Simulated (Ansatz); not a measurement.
# NaCl: the cost of one run

Method: DFT PBE, scalar-relativistic, plane waves, PAW, in Ansatz 0.2.0.

The COD entry's cell or inner coordinates are ideal or old and differ from later refinements, so a difference from it is no clean test against experiment.

2 further runs of the same task are left out: 2 set aside as unsound or not needed.

## (1) The system as given

The structure is cubic, space group Fm-3m (No. 225). The conventional cell has a = 5.694 Å, b = 5.694 Å, c = 5.694 Å, α = 90.00°, β = 90.00°, γ = 90.00°. Around Na (site symmetry m-3m) lie 6 Cl at 2.85 Å. Cl (site symmetry m-3m) has 6 Na at 2.85 Å in its first shell of neighbours.

As a file:

```
Na Cl
1.0
     0.00000    2.84709    2.84709
     2.84709    0.00000    2.84709
     2.84709    2.84709    0.00000
Na Cl
1 1
Direct
  0.00000 0.00000 0.00000
  0.50000 0.50000 0.50000
```

It is the result of an earlier relaxation at this level (volume 23.08 Å³/atom; gap on the mesh: 5.00 eV).

## (2) Bands, states and charges

The input, input.yaml:

```yaml
crystal:
  lattice:
    - [0.0, 2.8470934358, 2.8470934358]
    - [2.8470934358, 0.0, 2.8470934358]
    - [2.8470934358, 2.8470934358, 0.0]
  atoms:
    - { symbol: Na, position: [0.0, 0.0, 0.0] }
    - { symbol: Cl, position: [0.5, 0.5, 0.5] }
basis:
  ecutwfc: 420
kpoints:
  mp_grid: { grid: [8, 8, 8] }
  band_path:
    path:
      - [[0.0, 0.0, 0.0], [0.5, 0.0, 0.5], [0.625, 0.25, 0.625]]
      - [[0.375, 0.375, 0.75], [0.0, 0.0, 0.0], [0.5, 0.5, 0.5], [0.5, 0.25, 0.75], [0.5, 0.0, 0.5]]
    npoints: 14
hamiltonian:
  xc: pbe
scf:
  occupations: { method: gaussian, width: 0.02 }
  n_extra_bands: 6
output:
  forces: true
  stress: true
  eigenvalues: true
  populations: true
  dos: { projected: true, de: 0.02, nscf_kmesh: { grid: [12, 12, 12] } }
  bader: true
```

Run with:

```console
$ ansatz run input.yaml --threads 1 --pin off --max-ram 2560MiB --backend cpu --events-out ev --progress --plain --runs-dir out
```

What time and memory should one allow on 1 thread of Arm Neoverse V2, shared host?

About 9.7 s, with a peak of 0.29 GiB.
